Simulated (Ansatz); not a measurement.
**CH₆OSSi: a ladder of functionals and wavefunction methods**

The task here is to estimate one member of a computed series from the others.

Method: functionals in def2-TZVPP, the program's frozen cores in correlated methods; program: Ansatz 0.2.0, Gaussian basis.

Levels to be run: LDA (SPW92), PBE-D4, revPBE-D4, BLYP-D4, r2SCAN-D4, B97M-V, PBE0-D4, B3LYP-D4, r2SCANh-D4, r2SCAN0-D4, HSE06-D4, BHLYP-D4, CAM-B3LYP-D4, LC-ωPBE, ωB97X-V, ωB97M-V, B2PLYP, PBE-QIDH; CCSD(T)/def2-SVP; CCSD(T)/def2-TZVPP; MP2/def2-QZVPP; extrapolation to the limit; RPA on PBE.

## The geometry

All runs share one geometry, relaxed beforehand with PBE0-D4 in a triple-zeta def2 set.

SMILES `C[SiH](O)S`, 10 atoms, charge 0, spin multiplicity 1.

Atoms are counted from 1 here; the program's logs count them from 0.

Bond lengths: C1–Si2 1.852 Å, C1–H5 1.092 Å, C1–H6 1.093 Å, C1–H7 1.092 Å, Si2–O3 1.646 Å, Si2–S4 2.141 Å, Si2–H8 1.487 Å, O3–H9 0.959 Å, S4–H10 1.344 Å. Angles: Si2–C1–H5 110.6°, Si2–C1–H6 110.2°, Si2–C1–H7 110.7°, H5–C1–H6 108.7°, H5–C1–H7 108.5°, H6–C1–H7 108.1°, C1–Si2–O3 105.8°, C1–Si2–S4 113.0°, C1–Si2–H8 112.4°, O3–Si2–S4 112.0°, O3–Si2–H8 111.7°, S4–Si2–H8 102.1°, Si2–O3–H9 116.8°, Si2–S4–H10 94.6°.

Set-up of the first run:

Input file in.yaml:

```yaml
crystal:
  periodic: [false, false, false]
  atoms:
    - {symbol: C, position_ang: [-0.953409, 0.912915, -0.368439]}
    - {symbol: Si, position_ang: [-0.031711, -0.579071, 0.226523]}
    - {symbol: O, position_ang: [0.661082, -0.139145, 1.653423]}
    - {symbol: S, position_ang: [1.417168, -1.286259, -1.182570]}
    - {symbol: H, position_ang: [-1.481660, 0.692266, -1.297872]}
    - {symbol: H, position_ang: [-1.681638, 1.230231, 0.382151]}
    - {symbol: H, position_ang: [-0.267473, 1.743848, -0.548651]}
    - {symbol: H, position_ang: [-0.914792, -1.764534, 0.386845]}
    - {symbol: H, position_ang: [1.285072, -0.756357, 2.039201]}
    - {symbol: H, position_ang: [2.050562, -0.104994, -1.287811]}
basis:
  gaussian: {orbitals: def2-TZVPP}
hamiltonian: {xc: lda}
output: {orbitals: {seedname: orbitals}}
```

Among the steps run: LDA; PBE-D4 (GGA); revPBE-D4 (GGA); BLYP-D4 (GGA); r2SCAN-D4 (meta-GGA); B97M-V (meta-GGA); PBE0-D4 (hybrid); B3LYP-D4 (hybrid); r2SCANh-D4 (hybrid); r2SCAN0-D4 (hybrid); HSE06-D4 (hybrid); BHLYP-D4 (hybrid); CAM-B3LYP-D4 (range-separated); LC-ωPBE (range-separated); ωB97X-V (range-separated); ωB97M-V (range-separated); B2PLYP (double hybrid); PBE-QIDH (double hybrid).

One table of the session follows, with a row left open; its other results are not shown here.

It belongs to the step «Frontier levels by functional». 

| functional | HOMO (eV) | LUMO (eV) | gap (eV) |
| --- | --- | --- | --- |
| LDA (SPW92) | -6.36 | -0.53 | 5.84 |
| PBE-D4 | -6.23 | -0.36 | 5.88 |
| revPBE-D4 | -6.18 | -0.28 | 5.90 |
| BLYP-D4 | -6.07 | -0.31 | 5.76 |
| r2SCAN-D4 | -6.53 | 0.04 | 6.56 |
| B97M-V | -6.62 | -0.17 | 6.45 |
| PBE0-D4 | -7.49 | 0.55 | 8.04 |
| B3LYP-D4 | -7.23 | 0.24 | 7.48 |
| r2SCANh-D4 | -6.99 | 0.36 | 7.35 |
| r2SCAN0-D4 | ? | ? | ? |
| HSE06-D4 | -7.08 | 0.17 | 7.26 |
| BHLYP-D4 | -8.59 | 1.31 | 9.90 |
| CAM-B3LYP-D4 | -8.82 | 1.44 | 10.27 |
| LC-ωPBE | -10.25 | 2.73 | 12.98 |
| ωB97X-V | -9.87 | 2.54 | 12.41 |
| ωB97M-V | -9.71 | 2.17 | 11.87 |

Estimate the missing values for r2SCAN0-D4.

Worked estimate for «HOMO (eV)». Against the share of exact exchange, r2SCAN-D4 (0, -6.53), r2SCANh-D4 (0.1, -6.99) give a slope of -4.60 per unit share; at 0.25 the line stands at -7.68.

The run gave: HOMO (eV): -7.68; LUMO (eV): 0.83; gap (eV): 8.51. In «HOMO (eV)» the line misses by 0.00.
